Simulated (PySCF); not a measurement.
**FeO3: triplet, from a side-on plus terminal start**

The task is one start of a wider search on FeO3: the triplet, from a side-on plus terminal start. It is relaxed, tested by its Hessian and followed downhill if it is a saddle.

Program: PySCF 2.14.0. Level of theory: PBE0, basis Fe def2-SVP, O def2-SVP, no relativity, density fitting. These are calculated values, not measurements.

## 1. The starting structure

4 atoms, charge 0, spin multiplicity 3.

Bond lengths: Fe1–O2 1.844 Å, Fe1–O3 1.844 Å, Fe1–O4 1.715 Å, O2–O3 1.440 Å. Angles: O2–Fe1–O3 46.0°, O2–Fe1–O4 157.0°, O3–Fe1–O4 157.0°, Fe1–O2–O3 67.0°, Fe1–O3–O2 67.0°.

```xyz
4
charge 0 multiplicity 3
Fe    0.0000    0.0000    0.0000
O     0.7200    0.0000    1.6973
O    -0.7200    0.0000    1.6973
O     0.0000    0.0000   -1.7146
```

## 2. The SCF at the typed geometry

The steps below are one call of a driver around PySCF. For each, scf.py gives the equivalent set-up of the SCF; relaxations use the driver's own optimiser. After this first run the driver tries any further starts and a stability analysis.

scf.py reads:

```python
from pyscf import gto, scf, dft
mol = gto.M(atom='''
Fe     0.000000     0.000000     0.000000
O      0.720000     0.000000     1.697300
O     -0.720000     0.000000     1.697300
O      0.000000     0.000000    -1.714600''',
    basis={'Fe': 'def2-SVP', 'O': 'def2-SVP'},
    charge=0, spin=2)
mf = dft.UKS(mol, xc='PBE0')
mf.grids.atom_grid = (50, 194)
aux = {'Fe': 'def2-universal-JKFIT', 'O': 'def2-universal-JKFIT'}
mf = mf.density_fit(auxbasis=aux)
mf.conv_tol = 1e-08
mf.diis_space = 10
mf.max_cycle = 60
mf.init_guess = 'minao'
mf.verbose = 4
mf.kernel()
```

On the command line:

```bash
> OMP_NUM_THREADS=2 python axn.py task.json out
```

The log of the run, shortened:

```text
[... the frontier levels of the middle cycles are left out ...]
init E= -1487.33658688729
[... the frontier-level lines of each cycle are left out ...]
cycle= 1 E= -1475.88645698262  delta_E= 11.5  |g|= 3.41  |ddm|= 8.76
cycle= 2 E= -1437.19700397849  delta_E= 38.7  |g|= 6.67  |ddm|= 9.74
cycle= 3 E= -1477.68700398819  delta_E= -40.5  |g|= 4.08  |ddm|= 6.08
cycle= 4 E= -1477.79026585115  delta_E= -0.103  |g|= 4.22  |ddm|= 2.44
cycle= 5 E= -1481.7791490062  delta_E= -3.99  |g|= 3.66  |ddm|= 2.47
cycle= 6 E= -1482.2290885387  delta_E= -0.45  |g|= 3.68  |ddm|= 2.02
cycle= 7 E= -1482.33282966866  delta_E= -0.104  |g|= 3.61  |ddm|= 0.279
cycle= 8 E= -1482.43961076341  delta_E= -0.107  |g|= 3.58  |ddm|= 0.11
cycle= 9 E= -1482.80267203892  delta_E= -0.363  |g|=  3.5  |ddm|= 0.328
cycle= 10 E= -1482.77624597239  delta_E= 0.0264  |g|= 3.49  |ddm|= 0.108
cycle= 11 E= -1482.76373522156  delta_E= 0.0125  |g|=  3.5  |ddm|= 0.012
cycle= 12 E= -1466.96134083716  delta_E= 15.8  |g|= 6.14  |ddm|= 6.98
cycle= 13 E= -1485.11867927811  delta_E= -18.2  |g|= 2.57  |ddm|= 6.44
cycle= 14 E= -1484.25430623625  delta_E= 0.864  |g|= 3.31  |ddm|= 2.84
[... 12 cycles left out ...]
cycle= 27 E= -1488.33925418  delta_E= -0.00297  |g|= 0.0372  |ddm|= 0.0975
cycle= 28 E= -1488.34120629851  delta_E= -0.00195  |g|= 0.0177  |ddm|= 0.0938
cycle= 29 E= -1488.34203825243  delta_E= -0.000832  |g|= 0.015  |ddm|= 0.0675
cycle= 30 E= -1488.34243878168  delta_E= -0.000401  |g|= 0.00854  |ddm|= 0.0381
cycle= 31 E= -1488.34275188975  delta_E= -0.000313  |g|= 0.00636  |ddm|= 0.0362
cycle= 32 E= -1488.3431741695  delta_E= -0.000422  |g|= 0.00529  |ddm|= 0.113
cycle= 33 E= -1488.34319652443  delta_E= -2.24e-05  |g|= 0.000933  |ddm|= 0.0208
cycle= 34 E= -1488.34320272651  delta_E= -6.2e-06  |g|= 0.000672  |ddm|= 0.013
cycle= 35 E= -1488.34320306851  delta_E= -3.42e-07  |g|= 0.000134  |ddm|= 0.00115
cycle= 36 E= -1488.34320314257  delta_E= -7.41e-08  |g|= 0.000146  |ddm|= 0.00102
cycle= 37 E= -1488.34320319557  delta_E= -5.3e-08  |g|= 0.000102  |ddm|= 0.000618
cycle= 38 E= -1488.34320328882  delta_E= -9.32e-08  |g|= 5.67e-05  |ddm|= 0.00122
cycle= 39 E= -1488.34320333386  delta_E= -4.5e-08  |g|= 2.8e-05  |ddm|= 0.00125
cycle= 40 E= -1488.34320334269  delta_E= -8.83e-09  |g|= 1.61e-05  |ddm|= 0.000558
Extra cycle  E= -1488.34320334278  delta_E= -8.69e-11  |g|= 3.83e-05  |ddm|= 5.38e-05
converged SCF energy = -1488.34320334278  <S^2> = 3.1502335  2S+1 = 3.6879444
```

This step, with its further starts and checks, needed 28 s of wall time on 2 threads of AMD EPYC 7B13 (Zen 3), shared host.

Energies from each starting density:

```tsv
start	energy (Eh)
the minimal-basis guess	-1488.343203
a thermally smeared density	-1488.413061
a smeared PBE density	-1488.413061
```

This is not the lowest solution: one lies 183.4 kJ/mol lower, at -1488.41306 Eh, and the relaxation starts from that.

## 3. Relaxing the triplet from the side-on plus terminal start

The program finds C2v symmetry in the start, which this walk keeps. The walk stops when the largest gradient is under 0.0003 Eh/bohr and the energy has settled too.

Changes to scf.py since step 2:

```diff
@@ -3,4 +3,4 @@
-Fe     0.000000     0.000000     0.000000
-O      0.720000     0.000000     1.697300
-O     -0.720000     0.000000     1.697300
-O      0.000000     0.000000    -1.714600''',
+Fe     0.000000     0.000000    -0.258579
+O      0.720000     0.000000     1.438721
+O     -0.720000     0.000000     1.438721
+O      0.000000     0.000000    -1.973179''',
@@ -16 +15,0 @@
-mf.init_guess = 'minao'
```

Steps of the walk:

```tsv
step	energy (Eh)	change (kJ/mol)	largest symmetric gradient (Eh/bohr)
0	-1488.413061	0.00	0.08517
1	-1488.432814	-51.86	0.05391
2	-1488.436130	-60.57	0.02046
3	-1488.436537	-61.64	0.01034
4	-1488.436636	-61.90	0.00173
5	-1488.436641	-61.91	0.00028
6	-1488.436641	-61.91	0.00021
```

The walk took 14 s.

It settles in C2v symmetry, 61.9 kJ/mol below the start, after 6 steps: Fe–O 1.591 Å, Fe–O 1.946 Å (×2), O–O 1.286 Å; Fe–O–O 70.7° (×2), O–Fe–O 38.6°, O–Fe–O 160.7° (×2).

## 4. Hessian and properties

The point is checked on the finer grid, and tightened if its gradient asks for it. The Hessian and the dipole derivatives come from central differences of analytic gradients, with steps of 0.02 bohr.

Changes to scf.py since step 3:

```diff
@@ -3,4 +3,4 @@
-Fe     0.000000     0.000000    -0.258579
-O      0.720000     0.000000     1.438721
-O     -0.720000     0.000000     1.438721
-O      0.000000     0.000000    -1.973179''',
+Fe     0.000000     0.000000    -0.320242
+O      0.642919     0.000000     1.515629
+O     -0.642919     0.000000     1.515629
+O      0.000000     0.000000    -1.910869''',
@@ -10 +10 @@
-mf.grids.atom_grid = (50, 194)
+mf.grids.atom_grid = (75, 302)
@@ -13 +13 @@
-mf.conv_tol = 1e-08
+mf.conv_tol = 1e-10
```

The driver hands on the density of the step before, so the log starts near convergence.

Log of the central SCF (cycles and frontier levels):

```text
init E= -1488.43666683919
[... the frontier-level lines of each cycle are left out ...]
cycle= 1 E= -1488.43666683915  delta_E= 3.48e-11  |g|= 1.17e-05  |ddm|= 1.02e-05
cycle= 2 E= -1488.4366668382  delta_E= 9.46e-10  |g|= 5.2e-05  |ddm|= 3.54e-05
cycle= 3 E= -1488.43666683921  delta_E= -1e-09  |g|= 1.99e-06  |ddm|= 2.91e-05
cycle= 4 E= -1488.43666683922  delta_E= -8.19e-12  |g|= 9.8e-07  |ddm|= 2.36e-06
Extra cycle  E= -1488.43666683921  delta_E= 6.37e-12  |g|= 2.07e-06  |ddm|= 2.77e-06
converged SCF energy = -1488.43666683921  <S^2> = 3.1707066  2S+1 = 3.6990305
```

The whole step took 52 s.

Geometry: C2v; Fe–O 1.591 Å, Fe–O 1.945 Å (×2), O–O 1.286 Å; Fe–O–O 70.7° (×2), O–Fe–O 38.6°, O–Fe–O 160.7° (×2).

Modes, for the most abundant isotopes:

```
symmetry  ω (cm⁻¹)  IR (km/mol)  μ (u)
      b2       119         23.3  20.30
      b1       162         33.3  22.85
      a1       435         19.9  17.90
      b2       442          0.2  17.59
      a1       820          1.2  20.42
      a1      1294          213  16.10
```

All wavenumbers are real: a minimum.

Constants and moments:

```yaml
Dipole_moment: 1.51 D
Highest_occupied_level: -7.70 eV
Lowest_empty_level: -3.86 eV
Rotational_constants: 1.275, 0.1225, 0.1118 cm⁻¹
Zero-point_energy: 19.6 kJ/mol
Principal_polarisabilities: 16.2, 22.6, 62.4 bohr³
Atomisation_energy_without_zero-point_energy: 1057 kJ/mol
Principal_traceless_quadrupole_moments_about_the_centre_of_mass: -11.80, 4.95, 6.85 D Å
Entropy_at_298.15_K_and_1_bar_electronic_part_spin_only: 302.2 J/(mol K)
Heat_capacity_Cp_at_298.15_K: 64.1 J/(mol K)
Enthalpy_at_298.15_K_above_0_K: 15.04 kJ/mol
Rotational_symmetry_number: 2
Spin_squared_⟨S²⟩: 3.171
```

Charges (e) and bond orders:

| atom | Mulliken | Löwdin | polar tensor | spin (Mulliken) | Mayer order to Fe1 |
| --- | --- | --- | --- | --- | --- |
| Fe1 | 0.86 | 0.48 | 0.70 | 3.15 | – |
| O2,3 | -0.17 | -0.08 | -0.20 | -0.57 | 0.48 |
| O4 | -0.52 | -0.32 | -0.30 | -0.02 | 1.85 |

Outer orbital energies (eV). α occupied: -11.68, -11.61, -11.39, -10.85, -9.65, -7.86, -7.74, -7.70; empty: -3.86, -3.58, -0.04, 2.10. β occupied: -15.50, -14.92, -10.36, -9.77, -9.48, -9.04, -8.96, -7.92; empty: -2.91, -1.75, -1.62, -1.40.

Mulliken populations on Fe1: s 6.42, p 12.37, d 6.35, f 0.00.

## 5. Results

| quantity | value |
| --- | --- |
| minimum | broken-symmetry (Ms = 1), C2v |
| geometry | Fe–O 1.591 Å, Fe–O 1.945 Å (×2), O–O 1.286 Å; Fe–O–O 70.7° (×2), O–Fe–O 38.6°, O–Fe–O 160.7° (×2) |
| wavenumbers (cm⁻¹) | 119 (b2), 162 (b1), 435 (a1), 442 (b2), 820 (a1), 1294 (a1) |
| dipole moment | 1.51 D |
| highest occupied, lowest empty level (either spin) | -7.70, -3.86 eV |
| polar-tensor charge of Fe1 | +0.70 e |
| zero-point energy | 19.6 kJ/mol |
| entropy at 298.15 K | 302.2 J/(mol K) |
| atomisation energy (no zero-point energy) | 1057 kJ/mol |
| ⟨S²⟩ | 3.171 |

What this shows: The molecule stays C2v, as typed, and the end point is a minimum. The determinant is spin-contaminated (⟨S²⟩ = 3.17 against 2.00), so it is no pure spin state. The strongest infrared band lies at 1294 cm⁻¹ (a1). The first SCF alone would have been 183 kJ/mol too high. Other starts or spin states, not run here, may lie lower. Open d and f shells are described by one determinant, and the ground state may have another occupation or spin.

The search up to here took 93 s.
